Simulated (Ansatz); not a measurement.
Predict the output of the script below (Ansatz 0.2.0 through its Python package).

`osi_dimer.py`:
```python
import logging
import sys

import ansatz as az
import numpy as np

logging.basicConfig(stream=sys.stdout, format="[%(levelname)s] %(message)s")
log = logging.getLogger("calc")
log.setLevel(logging.INFO)

FIRST = [
    ("O", (-0.6519, 0.2355, -0.3296)),
    ("Si", (0.6519, -0.2355, 0.3296)),
]
SECOND = [
    ("O", (-3.3469, -0.9793, -2.2117)),
    ("Si", (-4.1443, -0.4115, -1.0293)),
]

def energy(atoms, ghosts=()):
    molecule = az.Crystal.molecule()
    for symbol, xyz in atoms:
        molecule = molecule.atom(symbol, xyz)
    calc = (
        molecule.calculation()
        .basis(gaussian="def2-SVPD")
        .correlation("MP2")
    )
    deck = calc.input()
    if ghosts:
        deck = deck.set(az.key.basis.gaussian.ghost_atoms, [{"symbol": s, "position_ang": list(xyz)} for s, xyz in ghosts])
    return az.Session.from_dict(deck).plan().execute().report["free_energy_ev"]

direction = np.array([-0.9047, -0.168, -0.3914])
log.info("shift (A)   counterpoise-corrected interaction (eV)")
for shift in (-0.3, 0.0, 0.4, 1.0, 2.0):
    moved = [(s, tuple(np.round(np.array(xyz) + shift * direction, 4))) for s, xyz in SECOND]
    gain = energy(FIRST + moved) - energy(FIRST, moved) - energy(moved, FIRST)
    log.info(f"{shift:8.2f} {gain:14.3f}")
```

```console
$ python osi_dimer.py
[INFO] shift (A)   counterpoise-corrected interaction (eV)
[INFO]    -0.30         -0.042
[INFO]     0.00         -0.044
[INFO]     0.40         -0.034
[INFO]     1.00         -0.019
[INFO]     2.00         -0.007
```

The dimer is a generated trial pose of unrelaxed monomers, not a minimum, so the figure is no binding energy, and the basis set is small. It ran for 9.5 s on 1 thread of Arm Neoverse V2, with other jobs on the host, peak memory 0.22 GiB.
